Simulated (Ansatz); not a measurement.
Run this with the Ansatz DFT code, driven from Python and show what comes out.

Script `run_scan.py`:
```python
"""Potential curve of CH4BNO along one bond."""

import ansatz as az
import numpy as np

geometry_ang = [
    ("B", (-0.6165, 1.1493, -0.3495)),
    ("C", (0.0741, -0.1178, 0.0424)),
    ("N", (1.1758, -0.042, 0.6543)),
    ("O", (-0.4114, -1.3384, -0.2768)),
    ("H", (-1.6957, 1.1288, -0.9496)),
    ("H", (-0.2008, 2.265, -0.1016)),
    ("H", (1.7565, -0.9006, 0.9562)),
    ("H", (0.0101, -2.2014, -0.0312)),
]
system = az.Crystal.molecule()
for symbol, xyz in geometry_ang:
    system = system.atom(symbol, xyz)

symbols = [site.symbol for site in system.cartesian_sites]
start = np.array([site.position_ang for site in system.cartesian_sites])
axis = (start[4] - start[0]) / np.linalg.norm(start[4] - start[0])
moving = [4]
lengths, energies = [1.087, 1.136, 1.186, 1.235, 1.284, 1.334, 1.383, 1.457], []
for length in lengths:
    xyz = start.copy()
    xyz[moving] += (length - np.linalg.norm(start[4] - start[0])) * axis
    point = az.Crystal.molecule()
    for symbol, place in zip(symbols, xyz):
        point = point.atom(symbol, place.tolist())
    calc = (
        point.calculation()
        .basis(gaussian="cc-pVDZ")
        .functional("CAM-B3LYP")
    )
    report = calc.run().report
    energies.append(report["free_energy_ev"])
    print(f"r = {length:6.3f} A  E = {energies[-1]:.5f} eV  <S^2> = {abs(report['mean_field']['state']['spin_squared']):.3f}")

# quartic fit about the minimum
fit = np.polynomial.Polynomial.fit(lengths, np.array(energies) - min(energies), 4).convert()
roots = [r.real for r in fit.deriv().roots() if abs(r.imag) < 1e-9 and fit.deriv(2)(r.real) > 0]
r_e = min(roots, key=lambda r: abs(r - lengths[int(np.argmin(energies))]))
print(f"minimum of the fit at {r_e:.4f} A, force constant {fit.deriv(2)(r_e):.2f} eV/A^2")
```

```console
$ python run_scan.py
r =  1.087 A  E = -5311.11803 eV  <S^2> = 0.000
r =  1.136 A  E = -5311.25622 eV  <S^2> = 0.000
r =  1.186 A  E = -5311.31507 eV  <S^2> = 0.000
r =  1.235 A  E = -5311.30925 eV  <S^2> = 0.000
r =  1.284 A  E = -5311.25411 eV  <S^2> = 0.000
r =  1.334 A  E = -5311.15817 eV  <S^2> = 0.000
r =  1.383 A  E = -5311.03410 eV  <S^2> = 0.000
r =  1.457 A  E = -5310.80557 eV  <S^2> = 0.000
minimum of the fit at 1.2050 A, force constant 23.89 eV/A^2
```

What to keep in mind:
- Total energies depend on the basis set; only differences at equal settings carry meaning.
- The rest of the molecule is held rigid at a force-field or estimated start geometry, and the basis set is modest; single-reference methods fail as a bond breaks.
- The orbitals are restricted, so S² is zero by construction.
- It ran for 15 s on 1 thread of Intel(R) Xeon(R) Platinum 8259CL CPU @ 2.50GHz (Skylake/Cascade Lake), on a shared host, peak memory 0.23 GiB.
